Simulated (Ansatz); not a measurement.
# Ca2C: how the settings move a single-point run

How sensitive is a single-point run of Ca2C to its settings? A reference run comes first, then three runs with altered input. The cell is built on a prototype (antifluorite) and needn't be the phase found in nature.

Method: reference: DFT, r2SCAN, plane waves, PAW, in Ansatz 0.2.0.

4 further runs of the same task are left out: 1 for a known fault of the program, 3 that didn't finish.

### Step 1. Starting point

The structure is cubic, space group Fm-3m (No. 225). Conventional cell: a = 6.257 Å, b = 6.257 Å, c = 6.257 Å, α = 90.00°, β = 90.00°, γ = 90.00°. Around C (site symmetry m-3m) lie 8 Ca at 2.71 Å. Ca (site symmetry -43m) is surrounded by 4 C at 2.71 Å.

As a file:

```
CELL_PARAMETERS angstrom
0.00000 3.12858 3.12858
3.12858 0.00000 3.12858
3.12858 3.12858 0.00000
ATOMIC_POSITIONS crystal
C 0.00000 0.00000 0.00000
Ca 0.25000 0.25000 0.25000
Ca 0.75000 0.75000 0.75000
```

### Step 2. The reference run

Contents of input.yaml:

```yaml
crystal:
  lattice:
    - [0.0, 3.1285803947, 3.1285803947]
    - [3.1285803947, 0.0, 3.1285803947]
    - [3.1285803947, 3.1285803947, 0.0]
  atoms:
    - { symbol: C, position: [0.0, 0.0, 0.0] }
    - { symbol: Ca, position: [0.25, 0.25, 0.25] }
    - { symbol: Ca, position: [0.75, 0.75, 0.75] }
kpoints:
  mp_grid: { grid: [6, 6, 6] }
hamiltonian:
  xc: r2scan
scf:
  occupations: { method: fixed }
  n_extra_bands: 4
output:
  forces: true
  stress: true
  eigenvalues: true
```

Started as:

```sh
ansatz run input.yaml --threads 4 --pin off --max-ram 3686MiB --backend cpu --events-out ev --progress --plain --runs-dir out
```

### Step 3. The same system, input altered

Edit input.yaml of step 2 so:

```diff
@@ -16,2 +16,4 @@
   n_extra_bands: 4
+  mixing: { beta: 1.0 }
+  max_iter: 91
 output:
```

### Step 5. Variant: symmetry.detect false

Edit input.yaml of step 2 so:

```diff
@@ -9,2 +9,3 @@
     - { symbol: Ca, position: [0.75, 0.75, 0.75] }
+  symmetry: { detect: false }
 kpoints:
```

### Step 6. Changed: xc mr2scan

Edit input.yaml of step 2 so:

```diff
@@ -12,3 +12,3 @@
 hamiltonian:
-  xc: r2scan
+  xc: mr2scan
 scf:
```

(Steps that only read results are left out.)

What does the calculation give? Wanted: for each run, ending; energy change; pressure; gap; force.

As calculated:

```tsv
run	ending	energy change	pressure (GPa)	gap (eV)	force (eV/Å)	cycles	time
reference	converged	0	0.0	0.41	0.00	8	1.5 s
1: mixing.beta 1.0	converged	0.0 meV/atom	0.0	0.41	0.00	7	1 s
2: symmetry.detect false	converged	0.0 meV/atom	0.0	0.41	0.00	8	7 s
3: xc mr2scan	converged	not comparable	0.0	0.41	0.00	8	1 s
```

Residual by cycle in the longest SCF loop of each run; runs are numbered as in the table. The quantity is the density residual dr2, in eV.

```tsv
cycle	reference	run 1	run 2	run 3
1	0.187	0.187	0.187	0.187
2	0.155	1.57	0.155	0.155
3	0.0046	0.0165	0.0046	0.0046
4	1.2e-4	3.7e-5	1.3e-4	1.2e-4
5	7.2e-6	7.5e-6	7.3e-6	7.2e-6
6	4.8e-6	2.8e-6	4.9e-6	4.8e-6
7	2.8e-7	1.4e-8	2.9e-7	2.8e-7
8	9.0e-9	-	1.2e-8	9.0e-9
```

Of the converged runs whose energies compare with the reference's, none moves it noticeably. Of the variants the dearest is «symmetry.detect false» (7 s), the cheapest «xc mr2scan» (1 s), on a shared host.
